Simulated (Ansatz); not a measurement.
# GdB: the cost of one run

Program: Ansatz 0.2.0. Level of theory: DFT PBE+U (U_eff = 6 eV on Gd 4f), scalar-relativistic, plane waves, PAW. These are calculated values, not measurements.

2 further runs of the same task are left out: 1 that didn't finish, 1 set aside as unsound or not needed. Runs told in other sessions of the task aren't counted.

### 1 The structure to begin with

It takes space group Fm-3m (No. 225, cubic). Conventional cell: a = 5.420 Å, b = 5.420 Å, c = 5.420 Å, α = 90.00°, β = 90.00°, γ = 90.00°. Around Gd (site symmetry m-3m) lie 6 B at 2.71 Å. B (site symmetry m-3m) is surrounded by 6 Gd at 2.71 Å.

Structure file:

```
CELL_PARAMETERS angstrom
0.00000 2.71004 2.71004
2.71004 0.00000 2.71004
2.71004 2.71004 0.00000
ATOMIC_POSITIONS crystal
Gd 0.50000 0.50000 0.50000
B 0.00000 0.00000 0.00000
```

An earlier run at PBE+U (U_eff = 6 eV on Gd 4f) left this cell at 19.903 Å³/atom and 0.02 GPa (10×10×10 mesh).

The changes: atom 1 (Gd) moved 0.12 Å along z; strain e2 = -0.02, atoms carried along; all atoms moved at random (σ = 0.03 Å), cell strained at random (1 %).

### 2 Atom 1 (Gd) moved 0.12 Å along z

input.yaml reads:

```yaml
crystal:
  lattice:
    - [0.0, 2.7100395359, 2.7100395359]
    - [2.7100395359, 0.0, 2.7100395359]
    - [2.7100395359, 2.7100395359, 0.0]
  atoms:
    - { symbol: Gd, position: [0.5221398984, 0.5221398984, 0.4778601016], spin: 7.86 }
    - { symbol: B, position: [0.0, 0.0, 0.0] }
basis:
  ecutwfc: 420
  ecutrho_ratio: 4
kpoints:
  mp_grid: { grid: [10, 10, 10] }
hamiltonian:
  xc: pbe
  hubbard: { sites: [{ species: Gd, l: f, u_eff: 6.0 }] }
scf:
  occupations: { method: gaussian, width: 0.05 }
  lower_state_search: "off"
output:
  forces: true
  stress: true
  eigenvalues: true
  populations: true
  hubbard: { sites: [{ species: Gd, l: f }] }
  write_density: true
  write_potential: true
  elf: true
  volumetric_format: npy
magnetization:
  spin_polarized: true
checkpoint:
  read: start.run
  write: ck
  compress: false
  write_wavefunctions: false
  write_every: 100000
```

start.run holds the converged state of the cell before the atoms were moved.

Launch:

```bash
> ansatz run input.yaml --threads 2 --pin off --max-ram 2662MiB --backend cpu --events-out ev --progress --plain --runs-dir out
```

Q: Estimate wall time and peak memory on 2 threads of Arm Neoverse V2, shared host.

About 11 s, with a peak of 0.47 GiB.
